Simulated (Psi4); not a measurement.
# BSiH3ClO (SMILES [SiH3]O[B]Cl) at UPBE0/cc-pVDZ

Aim: the energy change on altering one bond length of BSiH3ClO at UPBE0/cc-pVDZ, from 2 runs. 

The calculation is run with Psi4 1.11.

1 further run of the same task is left out (set aside as unsound or not needed).

## (1) The molecule

BSiH3ClO: 7 atoms, total charge 0, spin state doublet. SMILES: `[SiH3]O[B]Cl`. The shape is that of a PBE0-D4/def2-TZVP optimisation. This is one conformer, not always the lowest.

Bond lengths: Si1–O2 1.667 Å, O2–B3 1.324 Å, B3–Cl4 1.747 Å, Si1–H5 1.480 Å, Si1–H6 1.482 Å, Si1–H7 1.480 Å. Angles: Si1–O2–B3 133.9°, O2–B3–Cl4 123.5°, O2–Si1–H5 107.1°, O2–Si1–H6 109.9°, O2–Si1–H7 107.2°, H5–Si1–H6 110.9°, H5–Si1–H7 110.6°, H6–Si1–H7 110.9°.

## (2) The energy at UPBE0/cc-pVDZ

input.inp

```
memory 2200 mb

molecule {
  0 2
  Si
  O 1 1.667081
  B 2 1.324393 1 133.86115
  Cl 3 1.747065 2 123.47715 1 -179.8049
  H 1 1.479746 2 107.12332 3 -121.62942
  H 1 1.481626 5 110.93089 2 -119.91879
  H 1 1.479782 5 110.62371 6 -123.52434
  symmetry c1
}

set {
  basis cc-pVDZ
  reference uks
  puream true
  e_convergence 1e-09
  d_convergence 1e-08
  scf_type pk
  dft_radial_points 99
  dft_spherical_points 590
  maxiter 100
}

energy_value, wavefunction = energy("pbe0", return_wfn=True)
oeprop(wavefunction, "MAYER_INDICES", "LOWDIN_CHARGES", "DIPOLE", title="PBE0")
```

Command:

```console
$ psi4 -i input.inp -o input.out -n 1
```

input.out:

```text
[...]
  Running in c1 symmetry.
[...]
  Nuclear repulsion =  174.532044236239756
[...]
  Multiplicity = 2
[...]
  Nalpha       = 24
  Nbeta        = 23
[...]
    Number of basis functions: 79
[...]
   @UKS iter   1:  -851.09014494810390   -3.06522e-01   7.29746e-03 ADIIS/DIIS
[...]
   @UKS iter  13:  -851.22515071670591   -9.09495e-13   3.49102e-09 DIIS
[...]
   @S^2 Observed:                7.526760787E-01
[...]
    Orbital Energies [Eh]
    ---------------------
    Alpha Occupied:
       1A   -101.717231     2A    -66.314291     3A    -19.262579
       4A     -9.534725     5A     -7.267447     6A     -7.261336
       7A     -7.260292     8A     -6.883376     9A     -5.383181
      10A     -3.719461    11A     -3.715556    12A     -3.715510
      13A     -1.084690    14A     -0.863960    15A     -0.637060
      16A     -0.517892    17A     -0.473309    18A     -0.451843
      19A     -0.450693    20A     -0.371985    21A     -0.369663
      22A     -0.345289    23A     -0.342343    24A     -0.215599
    Alpha Virtual:
      25A     -0.018106    26A      0.009468    27A      0.063032
[...]
  @UKS Final Energy:  -851.22515071670591
   => Energetics <=
    Nuclear Repulsion Energy =            174.5320442362397557
    One-Electron Energy =               -1521.9627407863877124
    Two-Electron Energy =                 543.5240083218304790
    DFT Exchange-Correlation Energy =     -47.3184624883883984
    Empirical Dispersion Energy =           0.0000000000000000
    VV10 Nonlocal Energy =                  0.0000000000000000
    Total Energy =                       -851.2251507167059117
[...]
 Multipole Moments:
 ------------------------------------------------------------------------------------
     Multipole            Electronic (a.u.)      Nuclear  (a.u.)        Total (a.u.)
 ------------------------------------------------------------------------------------
 L = 1.  Multiply by 2.5417464519 to convert [e a0] to [Debye]
 Dipole X            :         -0.0065510            0.0066740            0.0001230
 Dipole Y            :         -1.7124036            1.8827956            0.1703920
 Dipole Z            :          8.9657883           -9.8182696           -0.8524812
 Magnitude           :                                                    0.8693433
[...]
```

Wall time 28 s (1 thread of AMD EPYC 7R43 (Zen 3), shared host); peak memory 1.1 GiB.

## (3) The distorted shape, same level

bclh3osi.json

```json
{
 "schema_name": "qcschema_input",
 "schema_version": 1,
 "molecule": {
  "schema_name": "qcschema_molecule",
  "schema_version": 2,
  "symbols": ["Si", "O", "B", "Cl", "H", "H", "H"],
  "geometry": [-1.28055968, 2.36938397, 1.06118704, -0.11289791, -0.32120809, -0.08852233, 2.17612735, -1.06519326, -0.77449291, 3.03301043, -4.98282985, -2.30376512, -2.4678746, 1.76731723, 3.52028765, 0.77659618, 4.2424805, 1.37563747, -3.19541916, 3.28590114, -0.75899716],
  "molecular_charge": 0,
  "molecular_multiplicity": 2,
  "fix_symmetry": "c1"
 },
 "driver": "energy",
 "model": {
  "method": "pbe0",
  "basis": "cc-pVDZ"
 },
 "keywords": {
  "reference": "uks",
  "puream": true,
  "e_convergence": 1e-09,
  "d_convergence": 1e-08,
  "scf_type": "pk",
  "dft_radial_points": 99,
  "dft_spherical_points": 590,
  "maxiter": 100
 }
}
```

Command:

```console
$ psi4 --qcschema bclh3osi.json -n 1 --memory 2200MB
```

stdout:

```text
[...]
  Running in c1 symmetry.
[...]
  Nuclear repulsion =  161.107110713458866
[...]
  Multiplicity = 2
[...]
  Nalpha       = 24
  Nbeta        = 23
[...]
    Number of basis functions: 79
[...]
   @UKS iter   1:  -851.04728422534447   -5.74647e-01   7.19017e-03 DIIS/ADIIS
[...]
   @UKS iter  14:  -851.18061763410560   -3.52429e-12   3.65176e-09 DIIS
[...]
   @S^2 Observed:                7.585560241E-01
[...]
    Orbital Energies [Eh]
    ---------------------
    Alpha Occupied:
       1A   -101.684400     2A    -66.336932     3A    -19.302708
       4A     -9.496041     5A     -7.232064     6A     -7.221892
       7A     -7.221531     8A     -6.937698     9A     -5.406086
      10A     -3.742767    11A     -3.738211    12A     -3.738103
      13A     -1.121190    14A     -0.787918    15A     -0.668398
      16A     -0.541004    17A     -0.485299    18A     -0.479208
      19A     -0.401612    20A     -0.387674    21A     -0.382758
      22A     -0.300309    23A     -0.300200    24A     -0.260705
    Alpha Virtual:
      25A     -0.052508    26A     -0.012873    27A      0.001923
[...]
  @UKS Final Energy:  -851.18061763410560
   => Energetics <=
    Nuclear Repulsion Energy =            161.1071107134588658
    One-Electron Energy =               -1495.1272038056249585
    Two-Electron Energy =                 530.0664276002593169
    DFT Exchange-Correlation Energy =     -47.2269521421989467
    Empirical Dispersion Energy =           0.0000000000000000
    VV10 Nonlocal Energy =                  0.0000000000000000
    Total Energy =                       -851.1806176341056016
[...]
 Multipole Moments:
 ------------------------------------------------------------------------------------
     Multipole            Electronic (a.u.)      Nuclear  (a.u.)        Total (a.u.)
 ------------------------------------------------------------------------------------
 L = 1.  Multiply by 2.5417464519 to convert [e a0] to [Debye]
 Dipole X            :          4.6281576           -5.4895836           -0.8614260
 Dipole Y            :         -6.5027369            8.2267213            1.7239844
 Dipole Z            :         -3.1229142            3.8838579            0.7609437
 Magnitude           :                                                    2.0720068
[...]
```

The result, in JSON:

```text
{
 "driver": "energy",
 "model": {
  "method": "pbe0",
  "basis": "cc-pVDZ"
 },
 "success": true,
 "return_result": -851.1806176341056,
 "properties": {
  "calcinfo_nbasis": 79,
  "calcinfo_nmo": 79,
  "calcinfo_nalpha": 24,
  "calcinfo_nbeta": 23,
  "calcinfo_natom": 7,
  "nuclear_repulsion_energy": 161.10711071345887,
  "return_energy": -851.1806176341056,
  "scf_one_electron_energy": -1495.127203805625,
  "scf_two_electron_energy": 530.0664276002593,
  "scf_xc_energy": -47.22695214219895,
  "scf_dipole_moment": [-0.8614259802438937, 1.7239843708850433, 0.7609437014430944],
  "scf_total_energy": -851.1806176341056,
  "scf_iterations": 14
 }
}
```

Run time: 29 s. Hardware: 1 thread of AMD EPYC 7R43 (Zen 3), shared host; peak memory 1.1 GiB.

## (4) Summary of results

Level: UPBE0/cc-pVDZ.

```
                                                          quantity          value
                                         first shape: total energy  -851.22515 Eh
                                        first shape: dipole moment         2.21 D
                   first shape: HOMO energy (highest over α and β)       -5.87 eV
                    first shape: LUMO energy (lowest over α and β)       -1.36 eV
                                                 first shape: ⟨S²⟩          0.753
                                     distorted shape: total energy  -851.18062 Eh
                                    distorted shape: dipole moment         5.27 D
               distorted shape: HOMO energy (highest over α and β)       -7.09 eV
                distorted shape: LUMO energy (lowest over α and β)       -3.06 eV
                                             distorted shape: ⟨S²⟩          0.759
energy change with the B3–Cl4 bond stretched from 1.747 to 2.271 Å       1.212 eV
```

With the B3–Cl4 bond stretched from 1.747 to 2.271 Å the energy rises by 1.21 eV (28 kcal/mol). The first shape isn't relaxed at this level, so the change isn't measured from a minimum.
